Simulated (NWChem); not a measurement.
# triplet KBr: levels of theory compared

Aim: a comparison of 6 runs (UHF/STO-3G, UHF/3-21G, UB3LYP/6-31G*, UB2PLYP/def2-TZVPP, UMP3/def2-TZVPP) of triplet KBr. 

The results are computed with NWChem 7.3.0.

26 further runs of the same task are left out: 26 set aside as unsound or not needed.

### Step 1. The structure to begin with

KBr has 2 atoms, charge 0, and is taken as a triplet. SMILES of the parent species: `[K][Br]`. The shape is that of a PBE0-D4/def2-TZVP optimisation. That shape belongs to the parent species and isn't relaxed for this state.

Bond lengths: K1–Br2 2.848 Å.

### Step 2. A single-point energy at UHF/STO-3G (run 1)

brk.nw reads:

```
start brk
memory stack 880 mb heap 220 mb global 1100 mb

geometry units au noautosym nocenter noautoz
   K      2.31869395    -0.86870710     1.15915800
   Br    -2.26294703     0.75494559    -1.15141013
end

basis spherical bse
   * library STO-3G
end

scf
   triplet
   uhf
   thresh 1e-08
   maxiter 80
end

task scf energy
```

Run with:

```console
$ nwchem brk.nw > brk.out
```

What it wrote:

```text
[...]
  functions       =    31
[...]
  wavefunction    = UHF
[...]
         Total SCF energy =  -3137.703610534876
      One electron energy =  -4625.638107389770
      Two electron energy =   1364.375512594254
 Nuclear repulsion energy =    123.558984260641
                       Sz =      1.0000
                 Sz(Sz+1) =      2.0000
                      S^2 =      2.0014
[...]
```

Run time: 2.3 s. Hardware: 1 thread of Intel Xeon Platinum 8259CL at 2.50GHz (Skylake/Cascade Lake), shared host; peak memory 0.099 GiB.

### Step 3. The energy at UHF/3-21G (run 2)

mymol.xyz reads:

```xyz
2
BrK hf
K      1.227000    -0.459700     0.613400
Br    -1.197500     0.399500    -0.609300
```

run.py reads:

```python
from ase.io import read
from ase.calculators.nwchem import NWChem

mol = read('mymol.xyz')

calc = NWChem(
    label='mymol',
    theory='scf',
    memory='2200 mb',
    basis='3-21G',
    basispar='spherical bse',
    scf={'nopen': '2', 'uhf': None, 'thresh': '1e-08', 'maxiter': '80'},
    task='energy',
)
mol.calc = calc

print("Total energy (eV):", round(mol.get_potential_energy(), 6))
```

Run with:

```console
$ export ASE_NWCHEM_COMMAND="nwchem PREFIX.nwi > PREFIX.nwo"
$ python run.py
```

What it wrote:

```text
Total energy (eV): -85883.686878
```

The calculator wrote mymol.nwi:

```
title "mymol"

permanent_dir mymol

scratch_dir mymol

start mymol

geometry units angstrom nocenter noautosym noautoz
  K  1.2270000000000001e+00 -4.5970000000000000e-01 6.1339999999999995e-01
  Br -1.1975000000000000e+00 3.9950000000000002e-01 -6.0929999999999995e-01
end

memory 2200 mb

basis spherical bse noprint
   * library 3-21G
end

scf
  nopen 2
  uhf
  thresh 1e-08
  maxiter 80
end

task scf energy
```

mymol.nwo:

```text
Northwest Computational Chemistry Package (NWChem) 7.3.0
             --------------------------------------------------------

           Job information
           ---------------

    nwchem branch   = 7.3.0
    use scalapack   = T
    input           = mymol.nwi
    prefix          = mymol.
    data base       = mymol/mymol.db
    status          = startup
    nproc           =        1

           Memory information
           ------------------

[... 5 lines left out ...]
    hardfail = no
[... 92 lines left out ...]
 1-e energy   =   -4636.877409
[... 9 lines left out ...]
 Convergence threshold     :          1.000E-08
[... 15 lines left out ...]
      One electron energy =  -4635.651382095783
[... 9 lines left out ...]
          Final alpha eigenvalues
[... 258 lines left out ...]
                     UHF Final Beta Molecular Orbital Analysis
[... 220 lines left out ...]
       Multipole analysis of the density wrt the origin
       ------------------------------------------------

     L   x y z        total         alpha         beta         nuclear
     -   - - -        -----         -----         ----         -------
     0   0 0 0     -0.000000    -28.000000    -26.000000     54.000000

     1   1 0 0     -1.216647     16.361686     17.569626    -35.147959
[... 8 lines of this table left out ...]
     2   0 0 2    -32.420485    -61.318349    -43.032509     71.930373

 Task  times  cpu:        2.9s     wall:        2.9s
 Total times  cpu:        2.9s     wall:        2.9s
```

Wall time 4.2 s (1 thread of Intel Xeon Platinum 8259CL at 2.50GHz (Skylake/Cascade Lake), shared host); peak memory 0.099 GiB.

Run 3 isn't shown in full; the table further down has it.

### Step 4. The energy at UB3LYP/6-31G(d) (spherical functions) (run 4)

run.py reads:

```python
from ase import Atoms
from ase.calculators.nwchem import NWChem

system = Atoms(['K', 'Br'], positions=[
    [1.227000, -0.459700, 0.613400],
    [-1.197500, 0.399500, -0.609300],
])

calc = NWChem(
    label='mymol',
    theory='dft',
    memory='2200 mb',
    basis='6-31G*',
    basispar='spherical bse',
    dft={'xc': 'b3lyp', 'mult': '3', 'grid': 'xfine', 'convergence': 'energy 1e-08', 'iterations': '100', 'mulliken': None, 'print': 'low'},
    task='energy',
)
system.calc = calc

print("Total energy (eV):", round(system.get_potential_energy(), 6))
```

Run with:

```console
$ export ASE_NWCHEM_COMMAND="nwchem PREFIX.nwi > PREFIX.nwo"
$ python run.py
```

What it wrote:

```text
Total energy (eV): -86360.911718
```

The calculator wrote mymol.nwi:

```
title "mymol"

permanent_dir mymol

scratch_dir mymol

start mymol

geometry units angstrom nocenter noautosym noautoz
  K  1.2270000000000001e+00 -4.5970000000000000e-01 6.1339999999999995e-01
  Br -1.1975000000000000e+00 3.9950000000000002e-01 -6.0929999999999995e-01
end

memory 2200 mb

basis spherical bse noprint
   * library 6-31G*
end

dft
  xc b3lyp
  mult 3
  grid xfine
  convergence energy 1e-08
  iterations 100
  mulliken
  print low
end

task dft energy
```

mymol.nwo:

```text
Northwest Computational Chemistry Package (NWChem) 7.3.0
             --------------------------------------------------------

           Job information
           ---------------

    nwchem branch   = 7.3.0
    use scalapack   = T
    input           = mymol.nwi
    prefix          = mymol.
    data base       = mymol/mymol.db
    status          = startup
    nproc           =        1

           Memory information
           ------------------

[... 5 lines left out ...]
    hardfail = no
[... 34 lines left out ...]
            Nuclear Dipole moment (a.u.)
[... 61 lines left out ...]
         Total DFT energy =    -3173.704993945072
[... 1 line left out ...]
           Coulomb energy =     1477.730824610355
[... 1 line left out ...]
 Nuclear repulsion energy =      123.558992977363
[... 32 lines left out ...]
     ------------------------------------------
      Spin Density - Lowdin Population Analysis
     ------------------------------------------

    Atom       Charge   Shell Charges
 -----------   ------   -------------------------------------------------------
    1 K   19     1.00   0.00  0.00 -0.00  0.02 -0.00  0.49  0.02  0.42  0.00  0.00  0.01  0.03
    2 Br  35     1.00   0.00  0.00  0.00  0.00  0.03  0.01  0.66  0.00  0.29 -0.00  0.00  0.00

     --------------------------
     Expectation value of S2:
     --------------------------
      <S2> =      2.0015 (Exact =     2.0000)

 Task  times  cpu:       21.2s     wall:       21.2s
 Total times  cpu:       21.2s     wall:       21.2s
```

Run time: 23 s. Hardware: 1 thread of Intel Xeon Platinum 8259CL at 2.50GHz (Skylake/Cascade Lake), shared host; peak memory 0.12 GiB.

Run 5 isn't shown in full; the table further down has it.

### Step 5. The energy at UMP3/def2-TZVPP (run 6)

calc.nw reads:

```
echo
start calc
memory stack 880 mb heap 220 mb global 1100 mb

geometry units angstroms noautosym nocenter noautoz
  K        1.227000      -0.459700       0.613400
  Br      -1.197500       0.399500      -0.609300
end

basis spherical bse
  * library def2-TZVPP
end

scf
  triplet
  uhf
  thresh 1e-08
  maxiter 80
  print low
end

tce
  scf
  mbpt3
  freeze core 14
  maxiter 60
end

task tce energy
```

Run with:

```console
$ nwchem calc.nw > calc.out
```

What it wrote:

```text
[...]
  functions       =    81
[...]
  wavefunction    = UHF
[...]
         Total SCF energy =  -3171.530537867582
      One electron energy =  -4651.311439709048
      Two electron energy =   1356.221908864103
 Nuclear repulsion energy =    123.558992977363
                       Sz =      1.0000
                 Sz(Sz+1) =      2.0000
                      S^2 =      2.0088
[...]
         Wavefunction type : Unrestricted Hartree-Fock
          No. of electrons :    54
[...]
         Spin multiplicity : triplet
[...]
```

Wall time 62 s (1 thread of Intel Xeon Platinum 8259CL at 2.50GHz (Skylake/Cascade Lake), shared host); peak memory 0.93 GiB.

### Step 6. All runs side by side

| run | level | Cartesian functions | iteration cap | energy (Eh) | ⟨S²⟩ | wall time |
| --- | --- | --- | --- | --- | --- | --- |
| 1 | UHF/STO-3G | no | 80 | -3137.703611 | 2.001 | 2.3 s |
| 2 | UHF/3-21G | no | 80 | -3156.167304 | 2.000 | 4.2 s |
| 3 | UB3LYP/6-31G* (Cartesian functions) | yes | 100 | -3173.712482 | 2.002 | 16 s |
| 4 | UB3LYP/6-31G* (spherical functions) | no | 100 | -3173.704994 | 2.002 | 23 s |
| 5 | UB2PLYP/def2-TZVPP | no | 100 | -3173.473699 | 2.004 | 39 s |
| 6 | UMP3/def2-TZVPP | no | 80 | -3171.960082 | 2.009 | 62 s |

### Step 7. What came out

```
                                           quantity           value
                                run 6: total energy  -3171.96008 Eh
run 6: correlation energy (14 core orbitals frozen)      -429.5 mEh
           run 6: ⟨S²⟩ of the reference determinant           2.009
```

In words: Over runs 1, 2, 5 the dipole moment (its size) runs from 2.63 D (UB2PLYP/def2-TZVPP) to 3.63 D (UHF/3-21G). The two ends differ in method and basis. A double hybrid's value is that of its SCF part. Totals of different functionals can't be ranked against each other. In run 1 the basis is minimal, so the values are rough. All runs together took 2.4 min, the longest 62 s.
